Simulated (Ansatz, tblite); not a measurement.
# BODIPY (C₁₃H₁₅BF₂N₂): spin states and exact exchange

Aim: set other spin states of BODIPY (C₁₃H₁₅BF₂N₂) against its singlet, on many levels of theory.

The runs use Ansatz 0.2.0, Gaussian basis; as each input shows.

Levels to be run: triplet, at the geometry of the singlet (GFN1-xTB, GFN2-xTB, PBE0-D4/def2-TZVP, PBE-D4/def2-TZVP); the singlet's energies come from earlier runs.

### Step 1. The geometry

The singlet was relaxed beforehand with PBE-D4/def2-SVP.

SMILES `CC1=CC(C)=[N+]2C1=Cc1c(C)cc(C)n1[B-]2(F)F`, 33 atoms, charge 0, spin multiplicity 1.

Bond lengths: C1–C2 1.496 Å, C1–H19 1.110 Å, C1–H20 1.111 Å, C1–H21 1.107 Å, C2–C3 1.399 Å, C2–C7 1.435 Å, C3–C4 1.423 Å, C3–H22 1.097 Å, C4–C5 1.490 Å, C4–N6 1.356 Å, C5–H23 1.109 Å, C5–H24 1.109 Å, C5–H25 1.105 Å, N6–C7 1.395 Å, N6–B16 1.568 Å, C7–C8 1.398 Å, C8–C9 1.398 Å, C8–H26 1.100 Å and more. Angles: C2–C1–H19 111.9°, C2–C1–H20 111.6°, C2–C1–H21 111.1°, H19–C1–H20 106.9°, H19–C1–H21 107.7°, H20–C1–H21 107.3°, C1–C2–C3 128.2°, C1–C2–C7 126.1°, C3–C2–C7 105.7°, C2–C3–C4 108.1°, C2–C3–H22 126.9°, C4–C3–H22 125.0°, C3–C4–C5 128.6°, C3–C4–N6 109.1°, C5–C4–N6 122.3°, C4–C5–H23 110.3°, C4–C5–H24 110.4°, C4–C5–H25 111.1° and more.

### Step 2. Triplet at the fixed geometry, GFN1-xTB

Tight binding, by tblite at 300 K electronic temperature and without a spin-polarisation term:

```python
tblite.interface.Calculator('GFN1-xTB', numbers, positions, charge=0, uhf=2).singlepoint()
```

Energy -1462.3998 eV; 0.043 s.

### Step 3. Triplet at the fixed geometry, GFN2-xTB

Tight binding, by tblite at 300 K electronic temperature and without a spin-polarisation term:

```python
tblite.interface.Calculator('GFN2-xTB', numbers, positions, charge=0, uhf=2).singlepoint()
```

Energy -1419.1812 eV; 0.033 s.

### Step 4. Triplet at the fixed geometry, PBE0-D4/def2-TZVP

Input file in.yaml:

```yaml
crystal:
  periodic: [false, false, false]
  atoms:
    - {symbol: C, position_ang: [2.621018, -3.003489, 0.336560]}
    - {symbol: C, position_ang: [2.392651, -1.539797, 0.129377]}
    - {symbol: C, position_ang: [3.345818, -0.538056, -0.085225]}
    - {symbol: C, position_ang: [2.658341, 0.697073, -0.252881]}
    - {symbol: C, position_ang: [3.226020, 2.050665, -0.508821]}
    - {symbol: N, position_ang: [1.324843, 0.480470, -0.141768]}
    - {symbol: C, position_ang: [1.119170, -0.879245, 0.094386]}
    - {symbol: C, position_ang: [-0.174305, -1.386802, 0.249568]}
    - {symbol: C, position_ang: [-1.300135, -0.561953, 0.169793]}
    - {symbol: C, position_ang: [-2.695929, -0.872612, 0.291831]}
    - {symbol: C, position_ang: [-3.277587, -2.227754, 0.542441]}
    - {symbol: C, position_ang: [-3.370973, 0.341010, 0.122519]}
    - {symbol: C, position_ang: [-2.400524, 1.359675, -0.095834]}
    - {symbol: C, position_ang: [-2.615776, 2.815457, -0.328739]}
    - {symbol: N, position_ang: [-1.163570, 0.806468, -0.066165]}
    - {symbol: B, position_ang: [0.196598, 1.562957, -0.253064]}
    - {symbol: F, position_ang: [0.237678, 2.166716, -1.515490]}
    - {symbol: F, position_ang: [0.352058, 2.521109, 0.756788]}
    - {symbol: H, position_ang: [2.039336, -3.396456, 1.195863]}
    - {symbol: H, position_ang: [2.319205, -3.594484, -0.554973]}
    - {symbol: H, position_ang: [3.690203, -3.216778, 0.527374]}
    - {symbol: H, position_ang: [4.434798, -0.662496, -0.121729]}
    - {symbol: H, position_ang: [2.877755, 2.766863, 0.262883]}
    - {symbol: H, position_ang: [2.861903, 2.445367, -1.479655]}
    - {symbol: H, position_ang: [4.330672, 2.023042, -0.516098]}
    - {symbol: H, position_ang: [-0.309956, -2.461913, 0.436800]}
    - {symbol: H, position_ang: [-4.378923, -2.176762, 0.637781]}
    - {symbol: H, position_ang: [-3.045509, -2.933760, -0.283117]}
    - {symbol: H, position_ang: [-2.880048, -2.681125, 1.474815]}
    - {symbol: H, position_ang: [-4.455598, 0.500666, 0.150539]}
    - {symbol: H, position_ang: [-3.690278, 3.069812, -0.286446]}
    - {symbol: H, position_ang: [-2.063807, 3.412144, 0.425800]}
    - {symbol: H, position_ang: [-2.205138, 3.114019, -1.315103]}
basis:
  gaussian: {orbitals: def2-TZVP, fitting: {mean_field: def2-universal-jkfit}}
magnetization: {spin_polarized: true, initial_magnetization: 2}
hamiltonian: {xc: pbe0, dispersion: d4}
scf: {omitted_lower_state_checks: [starts]}
output: {orbitals: {seedname: orbitals}}
```

On the command line:

```
ansatz run in.yaml --threads 2 --pin off --events-out ev --progress --plain --max-ram 31744MiB --backend cuda --devices 0, --max-vram 18GiB
```

Log:

```text
Functional definition: PBE0
  name "PBE0"
  cite "Adamo & Barone, J. Chem. Phys. 110, 6158 (1999) doi:10.1063/1.478522"
  cite "Perdew, Burke & Ernzerhof, Phys. Rev. Lett. 77, 3865 (1996) doi:10.1103/PhysRevLett.77.3865"
  parent pbe
  parameter a = 0.25
  parameter kappa = 0.804
  parameter beta = 0.06672455060314922
  exchange = (1 - a)*pbe_x(kappa = kappa, mu = beta*pi^2/3) + a*exact_x
  correlation = pbe_c(beta = beta)
these checks for a lower state are left out or cut short: starts
1628 factors; integrals over basis functions are off by at most 1.6e0 eV
mean field evaluation 1: about -22781.1243 eV, gradient 7.0e1 eV
mean field evaluation 2: about -22780.3634 eV, gradient 7.1e1 eV
mean field evaluation 4: about -22802.2807 eV, gradient 4.8e0 eV
mean field evaluation 8: about -22802.3759 eV, gradient 1.9e-1 eV
mean field evaluation 16: about -22802.3769 eV, gradient 1.7e-3 eV
mean field -22802.37688253 eV, -837.9718944269 hartree, gradient 3.0e-5 eV, S^2 2.019445; 0 other end points of the search recorded, 0 dependent functions left out
reference -22802.37693627 eV, -837.9718964016 hartree; 66, 64 occupied and 582, 584 virtual orbitals, 1628 factors
Total energy: -22803.38662652 eV, -838.0090018341 hartree
Checks for a lower state left out: starts
```

Run time: 9 s. Hardware: 1 × H100 (card shared with other runs) with 2 threads of AMD EPYC 7R13, shared host; peak host memory 1.2 GiB.

From the report: HOMO -4.35 eV, LUMO -4.12 eV (over both spins); ⟨S²⟩ 2.019 (pure: 2.00).

### Step 5. Triplet at the fixed geometry, PBE-D4/def2-TZVP

start.molden holds the orbitals of an earlier run on this state, given as this run's starting guess.

in.yaml, as its differences from that of step 4:

```diff
@@ -37,5 +37,5 @@
 basis:
-  gaussian: {orbitals: def2-TZVP, fitting: {mean_field: def2-universal-jkfit}}
+  gaussian: {orbitals: def2-TZVP, fitting: {mean_field: def2-universal-jkfit}, initial_orbitals: start.molden}
 magnetization: {spin_polarized: true, initial_magnetization: 2}
-hamiltonian: {xc: pbe0, dispersion: d4}
+hamiltonian: {xc: pbe, dispersion: d4}
 scf: {omitted_lower_state_checks: [starts]}
```

Same command.

Log:

```text
Functional definition: PBE
  name "PBE"
  cite "Perdew, Burke & Ernzerhof, Phys. Rev. Lett. 77, 3865 (1996) doi:10.1103/PhysRevLett.77.3865"
  parent pbe
  parameter kappa = 0.804
  parameter beta = 0.06672455060314922
  exchange = pbe_x(kappa = kappa, mu = beta*pi^2/3)
  correlation = pbe_c(beta = beta)
these checks for a lower state are left out or cut short: starts
1628 factors; integrals over basis functions are off by at most 1.6e0 eV
mean field evaluation 1: about -22800.2892 eV, gradient 1.2e1 eV
mean field evaluation 2: about -22800.6561 eV, gradient 3.8e-1 eV
mean field evaluation 4: about -22800.6518 eV, gradient 7.0e-3 eV
mean field -22800.65181799 eV, -837.9084994742 hartree, gradient 2.1e-5 eV, S^2 2.007446; 0 other end points of the search recorded, 0 dependent functions left out
reference -22800.65189194 eV, -837.9085021918 hartree; 66, 64 occupied and 582, 584 virtual orbitals, 1628 factors
Total energy: -22801.82356837 eV, -837.9515605065 hartree
Checks for a lower state left out: starts
```

Wall time 6.5 s (1 × H100 (card shared with other runs) with 2 threads of AMD EPYC 7R13, shared host); peak host memory 1.1 GiB.

Report: HOMO -3.52 eV, LUMO -4.85 eV (over both spins; with the spin held, an empty level of the minority spin lies below the top filled one); ⟨S²⟩ 2.007 (pure: 2.00).

### Step 6. Triplet less singlet, vertical

The singlet's energies are those of its earlier runs, whose logs aren't repeated here.

| level | triplet less singlet, vertical (eV) | time |
| --- | --- | --- |
| GFN1-xTB | +1.718 | 0.087 s |
| GFN2-xTB | +1.767 | 0.068 s |
| PBE-D4/def2-TZVP | +1.576 | 11 s |
| PBE0-D4/def2-TZVP | +1.461 | 13 s |

Times add the two runs; a level without a time comes out of a correlated run. Tight binding without a spin term can't rank spin states.

### Step 7. Summary of results

| quantity | value |
| --- | --- |
| triplet less singlet, vertical, functionals in def2-TZVP | +1.461 (PBE0-D4) to +1.576 eV (PBE-D4) |

What this shows: All functionals put the triplet above the singlet, over a spread of 0.115 eV. The checks for a lower triplet were left out, so another state of that spin may lie lower. These are electronic energies, without zero-point motion, entropy or surroundings.
